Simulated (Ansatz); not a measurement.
**TiHO+ (septet): the correlation ladder, def2-QZVPP**

An exercise on one series of results from a longer session: the logs are not shown, and one member is left open.

Method: def2-QZVPP, core rule «outside noble gas», up to 10 orbitals frozen; program: Ansatz 0.2.0, Gaussian basis.

Plan: UHF; ROHF; CCSD(T) on UHF.

**The system**

The geometry is a PBE0/def2-TZVP stationary point (not a proven minimum) of the parent state, kept for this charge and spin.

3 atoms, charge 1, spin multiplicity 7.

Atoms are counted from 1 here; the program's logs count them from 0.

Bond lengths: Ti1–O2 2.213 Å, O2–H3 0.979 Å. Angles: Ti1–O2–H3 135.0°.

As a file:

| atom | x (Å) | y (Å) | z (Å) |
| --- | --- | --- | --- |
| Ti1 | 0.0000 | 0.1516 | -1.7151 |
| O2 | 0.0000 | 0.2538 | 0.4955 |
| H3 | 0.0000 | -0.4054 | 1.2195 |

Set-up of the first run:

The input, in.yaml:

```yaml
crystal:
  periodic: [false, false, false]
  atoms:
    - {symbol: Ti, position_ang: [0.000000, 0.151588, -1.715051]}
    - {symbol: O, position_ang: [0.000000, 0.253835, 0.495508]}
    - {symbol: H, position_ang: [0.000000, -0.405423, 1.219543]}
basis:
  gaussian: {orbitals: "def2-QZVPP.json"}
total_charge: 1
magnetization: {spin_polarized: true, initial_magnetization: 6}
hamiltonian: {xc: hf}
output: {orbitals: {seedname: orbitals}}
```

On the command line:

```console
ansatz run in.yaml --threads 1 --pin off --events-out ev --progress --plain --max-ram 4096MiB --backend cpu
```

Among the steps run: UHF; ROHF; CCSD(T) on UHF.

One table of the session follows, with a row left open; its other results are not shown here.

| method | from UCCSD(T) (meV) |
| --- | --- |
| ROHF | ? |
| UHF | +6209.0 |
| UMP2 | +841.1 |
| UCCSD | +157.7 |
| UCCSD(T) | 0 |

Q: Estimate the row for ROHF from the others.

The run gave: from UCCSD(T) (meV): +6543.4. In the column «from UCCSD(T) (meV)» it is the highest.
